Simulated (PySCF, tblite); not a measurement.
# C₄H₉NSi: geometry, infrared bands and NMR shifts

Wanted: the infrared bands and NMR shifts of C₄H₉NSi (`[SiH3]/N=C/C1CC1`), by calculation.

Programs: tblite 0.8.0 and PySCF 2.14.0, with density-fitted response routines of our own. Each step states its level of theory. These are calculated values for one molecule in the gas phase, unless marked as measured. Atoms are numbered from 0 throughout.

## Step 1: Starting geometry

15 atoms, charge 0, multiplicity 1; geometry from: force field or distance geometry start.

Bonds of the start (Å): Si0–N1 1.75, N1–C2 1.27, C2–C3 1.49, C3–C4 1.50, C4–C5 1.50, C5–C3 1.50, Si0–H6 1.47, Si0–H7 1.48, Si0–H8 1.48, C2–H9 1.11, C3–H10 1.10, C4–H11 1.09, C4–H12 1.08, C5–H13 1.08, C5–H14 1.09.

## Step 2: Optimising the geometry with GFN2-xTB

The job: settings as JSON, then the geometry in Å.

```
{"job": {"kind": "relax", "xc": "GFN2-xTB", "basis": "xTB"}, "charge": 0, "multiplicity": 1}
Si     2.845800    -0.432300     0.170700
N      1.133200    -0.762600     0.289500
C      0.376100     0.257600     0.320000
C     -1.086100     0.011100     0.414700
C     -1.830500    -0.583500    -0.744600
C     -2.063400     0.847900    -0.364400
H      3.597000    -1.698100     0.163400
H      3.070200     0.333300    -1.077700
H      3.231300     0.413100     1.326300
H      0.688000     1.316700     0.268700
H     -1.405100    -0.326300     1.406800
H     -2.612200    -1.308200    -0.539700
H     -1.275000    -0.786100    -1.647900
H     -2.998500     1.099600     0.104800
H     -1.675400     1.625900    -1.019100
```

Launch:

```console
OMP_NUM_THREADS=1 python probes_run.py task.json out
```

One launch serves the whole session: the jobs run in the order shown.

**Question.** This job is followed by: GFN2-xTB harmonic vibrations, gas phase; GIAO PBE0/pcSseg-1 NMR shielding, non-relativistic, gas phase. What will the session give for the following? strongest single infrared mode (GFN2-xTB); zero-point energy (GFN2-xTB); ¹³C shifts against TMS (PBE0/pcSseg-1, means over atoms taken as alike); ¹H shifts against TMS (PBE0/pcSseg-1, means over atoms taken as alike); ²⁹Si shifts against TMS (PBE0/pcSseg-1); ¹⁵N shifts against NH3 (PBE0/pcSseg-1); surface potential, 1st and 99th percentile.

As calculated:

```
                                                               quantity                             value
                              strongest single infrared mode (GFN2-xTB)             1747 cm⁻¹, 441 km/mol
                                           zero-point energy (GFN2-xTB)                     72.2 kcal/mol
¹³C shifts against TMS (PBE0/pcSseg-1, means over atoms taken as alike)              183.4, 26.4, 8.0 ppm
 ¹H shifts against TMS (PBE0/pcSseg-1, means over atoms taken as alike)  7.72, 4.95, 1.80, 0.94, 0.70 ppm
                                ²⁹Si shifts against TMS (PBE0/pcSseg-1)                         -60.8 ppm
                                 ¹⁵N shifts against NH3 (PBE0/pcSseg-1)                         356.8 ppm
                                  surface potential, 1st and 99th percentile                -1.46 V and 0.93 V
```

Over 121 steps the energy fell by 0.446 eV; of the close pairs, Si0–N1 changed most, 1.748 to 1.715 Å. All 39 modes are real, so the xTB geometry is a minimum. The strongest single mode, at 1747 cm⁻¹, moves mainly C2 and N1. GFN2-xTB is a fitted tight-binding method: band positions and strengths are rough. Its intensities can rank the bands wrongly. At PBE0/pcSseg-1: The widest tensor belongs to N1: span 680 ppm, with a paramagnetic part of -416 ppm. By nearest atom (PBE0/pcSseg-1), the HOMO sits on N1 63 %; H9 10 % and the LUMO on C2 37 %; N1 29 %.
